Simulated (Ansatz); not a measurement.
# Alloy of ZnO and MgO (18 of 48 Zn sites exchanged), 96 atoms

How does this alloy cell relax, and what gap do PBEsol give?

Method: density functional theory in Ansatz 0.2.0, PAW datasets, plane waves.

## Step 1: Starting point

96 atoms (18 Mg, 30 Zn, 48 O); a = 9.772 Å, b = 11.284 Å, c = 10.285 Å, α = 90.00°, β = 90.00°, γ = 90.00°. All atoms were shaken off their sites by about 0.02 Å along each axis.

Steps to follow: (2) PBEsol cell relaxation at the single k point (¼, ¼, ¼), on 1 × NVIDIA GB200 with 8 threads of Arm Neoverse-V2.

## Step 2: Relaxing cell and atoms with PBEsol

Input file in.yaml:

```yaml
crystal:
  lattice:
    - [9.771870, 0.000000, 0.000000]
    - [0.000000, 11.283583, 0.000000]
    - [0.000000, 0.000000, 10.284869]
  atoms:
    - { symbol: Mg, position: [0.163329, 0.081827, 0.246159] }
    - { symbol: Mg, position: [0.499906, 0.080527, 0.747828] }
    - { symbol: Mg, position: [0.168558, 0.583413, 0.745562] }
    - { symbol: Mg, position: [0.666198, 0.332497, 0.249310] }
    - { symbol: Mg, position: [0.832540, 0.582266, 0.250165] }
    - { symbol: Mg, position: [0.163685, 0.415849, 0.496078] }
    - { symbol: Mg, position: [0.166012, 0.415291, 0.996024] }
    - { symbol: Mg, position: [0.001633, 0.667140, 0.999277] }
    - { symbol: Mg, position: [0.668293, 0.165975, 0.999590] }
    - { symbol: Mg, position: [0.498511, 0.415484, 0.999079] }
    - { symbol: Mg, position: [0.334760, 0.665989, 0.494427] }
    - { symbol: Mg, position: [0.334340, 0.665987, 0.997693] }
    - { symbol: Mg, position: [0.830295, 0.418444, 0.497097] }
    - { symbol: Mg, position: [0.834985, 0.418366, 0.996468] }
    - { symbol: Mg, position: [0.667671, 0.666228, 0.497866] }
    - { symbol: Mg, position: [0.496072, 0.916203, 0.998696] }
    - { symbol: Mg, position: [0.832419, 0.918777, 0.497719] }
    - { symbol: Mg, position: [0.835264, 0.916370, 0.994455] }
    - { symbol: Zn, position: [0.164652, 0.085059, 0.745898] }
    - { symbol: Zn, position: [0.003407, 0.332392, 0.246910] }
    - { symbol: Zn, position: [0.998321, 0.333600, 0.746547] }
    - { symbol: Zn, position: [0.498428, 0.081799, 0.248697] }
    - { symbol: Zn, position: [0.330142, 0.333289, 0.249051] }
    - { symbol: Zn, position: [0.331793, 0.331301, 0.747936] }
    - { symbol: Zn, position: [0.165087, 0.583345, 0.245715] }
    - { symbol: Zn, position: [0.998671, 0.833854, 0.247709] }
    - { symbol: Zn, position: [0.999313, 0.832417, 0.746154] }
    - { symbol: Zn, position: [0.831751, 0.087768, 0.246942] }
    - { symbol: Zn, position: [0.833424, 0.086090, 0.748467] }
    - { symbol: Zn, position: [0.666397, 0.332405, 0.748708] }
    - { symbol: Zn, position: [0.500480, 0.583216, 0.247638] }
    - { symbol: Zn, position: [0.500084, 0.584264, 0.746391] }
    - { symbol: Zn, position: [0.334476, 0.831981, 0.248354] }
    - { symbol: Zn, position: [0.335225, 0.834343, 0.746055] }
    - { symbol: Zn, position: [0.832813, 0.584726, 0.745210] }
    - { symbol: Zn, position: [0.669408, 0.833443, 0.249693] }
    - { symbol: Zn, position: [0.664009, 0.833329, 0.745987] }
    - { symbol: Zn, position: [0.998639, 0.166163, 0.497533] }
    - { symbol: Zn, position: [0.997291, 0.169749, 0.997569] }
    - { symbol: Zn, position: [0.333858, 0.166282, 0.496194] }
    - { symbol: Zn, position: [0.330076, 0.167135, 0.995840] }
    - { symbol: Zn, position: [0.998324, 0.667388, 0.498768] }
    - { symbol: Zn, position: [0.667967, 0.165333, 0.498111] }
    - { symbol: Zn, position: [0.500543, 0.416362, 0.494536] }
    - { symbol: Zn, position: [0.168492, 0.917827, 0.495427] }
    - { symbol: Zn, position: [0.166204, 0.915642, 0.995334] }
    - { symbol: Zn, position: [0.662959, 0.665930, 0.997509] }
    - { symbol: Zn, position: [0.500884, 0.915104, 0.497261] }
    - { symbol: O, position: [0.998079, 0.167729, 0.192813] }
    - { symbol: O, position: [0.996598, 0.165603, 0.691973] }
    - { symbol: O, position: [0.331657, 0.165354, 0.194229] }
    - { symbol: O, position: [0.335675, 0.167838, 0.693153] }
    - { symbol: O, position: [0.166900, 0.416820, 0.192133] }
    - { symbol: O, position: [0.168741, 0.417081, 0.686928] }
    - { symbol: O, position: [0.001244, 0.662780, 0.189747] }
    - { symbol: O, position: [0.997162, 0.667915, 0.693933] }
    - { symbol: O, position: [0.667071, 0.162829, 0.190075] }
    - { symbol: O, position: [0.666356, 0.166541, 0.689237] }
    - { symbol: O, position: [0.500465, 0.417604, 0.190483] }
    - { symbol: O, position: [0.499958, 0.414588, 0.688486] }
    - { symbol: O, position: [0.334222, 0.664107, 0.191469] }
    - { symbol: O, position: [0.335806, 0.664970, 0.688478] }
    - { symbol: O, position: [0.166872, 0.919039, 0.189293] }
    - { symbol: O, position: [0.168690, 0.918520, 0.691221] }
    - { symbol: O, position: [0.836174, 0.418636, 0.190918] }
    - { symbol: O, position: [0.831342, 0.415545, 0.689642] }
    - { symbol: O, position: [0.665143, 0.668460, 0.189453] }
    - { symbol: O, position: [0.668026, 0.665088, 0.694785] }
    - { symbol: O, position: [0.498407, 0.918133, 0.189244] }
    - { symbol: O, position: [0.503936, 0.913201, 0.685983] }
    - { symbol: O, position: [0.835832, 0.916192, 0.190455] }
    - { symbol: O, position: [0.833049, 0.916277, 0.689113] }
    - { symbol: O, position: [0.169641, 0.082858, 0.439854] }
    - { symbol: O, position: [0.162431, 0.084860, 0.940720] }
    - { symbol: O, position: [0.003068, 0.333190, 0.438686] }
    - { symbol: O, position: [0.003736, 0.330373, 0.942907] }
    - { symbol: O, position: [0.496748, 0.085001, 0.440462] }
    - { symbol: O, position: [0.500059, 0.080957, 0.939603] }
    - { symbol: O, position: [0.334995, 0.332445, 0.438264] }
    - { symbol: O, position: [0.332784, 0.334788, 0.941301] }
    - { symbol: O, position: [0.164799, 0.581420, 0.437350] }
    - { symbol: O, position: [0.163889, 0.582694, 0.942496] }
    - { symbol: O, position: [0.004099, 0.833235, 0.441117] }
    - { symbol: O, position: [0.995897, 0.834510, 0.943400] }
    - { symbol: O, position: [0.825230, 0.083358, 0.440833] }
    - { symbol: O, position: [0.833581, 0.083875, 0.937967] }
    - { symbol: O, position: [0.666771, 0.335058, 0.442105] }
    - { symbol: O, position: [0.668685, 0.333172, 0.941707] }
    - { symbol: O, position: [0.496891, 0.583763, 0.437794] }
    - { symbol: O, position: [0.500805, 0.581464, 0.939545] }
    - { symbol: O, position: [0.333522, 0.833876, 0.438974] }
    - { symbol: O, position: [0.333056, 0.833535, 0.940494] }
    - { symbol: O, position: [0.836572, 0.582420, 0.441410] }
    - { symbol: O, position: [0.833403, 0.582535, 0.938583] }
    - { symbol: O, position: [0.666879, 0.835081, 0.442830] }
    - { symbol: O, position: [0.666041, 0.837156, 0.940388] }
  symmetry: { detect: false }
kpoints:
  mp_grid: { grid: [1, 1, 1], shift: [0.25, 0.25, 0.25] }
hamiltonian:
  xc: pbesol
scf:
  occupations: { method: fermi_dirac, width: 0.01 }
relax:
  f_tol: 0.03
  max_steps: 80
  escape_saddle: false
  adjacent_minimum: "off"
  cell: { fix: [alpha, beta, gamma] }
output:
  forces: true
  eigenvalues: true
  populations: true
```

Started as:

```
$ ansatz run in.yaml --threads 8 --pin off --max-ram 118750MiB --runs-dir r --events-out ev --progress --plain --backend cuda --devices 0, --max-vram 170GiB
```

What does the calculation give? Wanted: for each run, top filled to lowest empty.

The runs gave:

| level | time | top filled to lowest empty (eV) |
| --- | --- | --- |
| PBEsol, relaxation | 6.4 s (GPU) | 2.44 |

| quantity | value |
| --- | --- |
| relaxation | 5 recorded steps, 0.75 eV gained |
| largest shift | 0.07 Å (O85) |
| relaxed cell | a = 9.749 Å, b = 11.256 Å, c = 10.339 Å, α = 90.00°, β = 90.00°, γ = 90.00° |
| mean bonds | Mg–O 1.971, O–Zn 1.975 Å |

Relaxation gains 0.75 eV, with shifts up to 0.07 Å (O85), while the volume changes by +0.0 %. The mean lengths differ by only 0.00 Å, over all coordinations together. With one k point the spacing samples only the states that fold onto it, so it can exceed the gap over the zone.
